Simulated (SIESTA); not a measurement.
Ta3AsAu2O13:

```
Ta As Au O
1.0
     5.72385   -0.00745   -0.00403
     1.30279    6.25499    0.00561
     0.27574    1.30074    8.36754
Ta As Au O
3 1 2 13
Direct
  0.21713 0.30521 0.58431
  0.03325 0.11123 0.99855
  0.58248 0.62145 0.50482
  0.58707 0.89691 0.83049
  0.58004 0.09228 0.18613
  0.04485 0.82077 0.44682
  0.66201 0.69726 0.71088
  0.51632 0.13418 0.69625
  0.85098 0.88773 0.91932
  0.34466 0.87003 0.94651
  0.73015 0.29240 0.03095
  0.24622 0.21809 0.11075
  0.12900 0.09398 0.49104
  0.48032 0.38887 0.43499
  0.05966 0.26685 0.78594
  0.93330 0.53240 0.45645
  0.49975 0.85161 0.34971
  0.25256 0.62988 0.62473
  0.91878 0.95175 0.22636
```

The cell was built by a generator and needn't be a form met in nature.

Base run:

```yaml
Program: SIESTA 5.4.2
Functional: PBE
Potentials_or_basis: PseudoDojo 0.4 standard (PBE files)
Basis: DZP (energy shift 0.003 Ry; two zetas on semicore shells)
Grid_cutoff: 800 Ry
Energy_shift: 0.003 Ry
k_mesh: 5 × 5 × 4
Occupations: fermi-dirac, width 0.05 eV
Spin: no spin polarisation
```

Its results: band gap on the k mesh 1.16 eV, indirect (least direct gap 1.21 eV); pressure 3.8 GPa; largest force 0.857 eV/Å.

Problem. The run is repeated on the same cell with these changes: basis from DZP (energy shift 0.003 Ry; two zetas on semicore shells) to TZP (energy shift 0.003 Ry; two zetas on semicore shells). What comes out?

Solution. Band gap on the k mesh 1.17 eV, indirect (least direct gap 1.22 eV); pressure 2.6 GPa; largest force 0.745 eV/Å.

Caveats: short orbitals over semicore shells can move pressures by several GPa; spin-orbit coupling is left out, which moves the levels of the heavy elements; the basis of atomic orbitals isn't converged, which shifts pressures, moduli and gaps.
